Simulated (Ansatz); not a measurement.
BaPdO₃, space group Pm-3m, a run that restarts from a saved state

Program: the Ansatz DFT code, driven from Python.

The script reads `bapdo3.xyz`:
```text
5
Lattice="4.128267 0.0 0.0 0.0 4.128267 0.0 0.0 0.0 4.128267" Properties=species:S:1:pos:R:3 pbc="T T T"
Ba    0.00000000    0.00000000    0.00000000
Pd    2.06413350    2.06413350    2.06413350
O     0.00000000    2.06413350    2.06413350
O     2.06413350    0.00000000    2.06413350
O     2.06413350    2.06413350    0.00000000
```

The cells in order, each with its output:

In [1]:
```python
import ansatz as az
```

In [2]:
```python
cell = az.Crystal.from_extxyz("bapdo3.xyz")
```

In [3]:
```python
len(cell.resolved().sites)
```
Out [3]:
```text
5
```

In [4]:
```python
job = (
    cell.calculation()
    .occupations(az.OccupationsMethod.COLD)
    .basis(510)
    .functional(az.Functional.LDA)
    .pseudopotentials("paw")
)
coarse = job.kpoints(*(3, 3, 3)).checkpoint(write="ground.run").run(threads=1, backend="cpu").report
warm = job.kpoints(*(6, 6, 6)).checkpoint(read="ground.run").run(threads=1, backend="cpu").report
cold = job.kpoints(*(6, 6, 6)).run(threads=1, backend="cpu").report
for label, rep in (("coarse", coarse), ("fine, from the saved density", warm), ("fine, fresh start", cold)):
    print(f"{label:30s} F = {rep['free_energy_ev']:.5f} eV  iterations {rep['n_iterations']}")
```
```text
coarse                         F = -14289.13815 eV  iterations 8
fine, from the saved density   F = -14289.30962 eV  iterations 7
fine, fresh start              F = -14289.30962 eV  iterations 7
```

Total energies depend on the potentials; only differences at equal settings carry meaning. A total without «per atom» is that of the cell as typed. Spin is left out of this run. The mesh is modest for a metal, so energies can be off by several to tens of meV an atom and pressures by half a GPa or more; differences at equal mesh fare better. This cell is a computed structure, which may not be the phase found in nature. Wall time of the script: 13 s on 1 thread of Arm Neoverse N1 (shared host), peak memory 0.42 GiB.
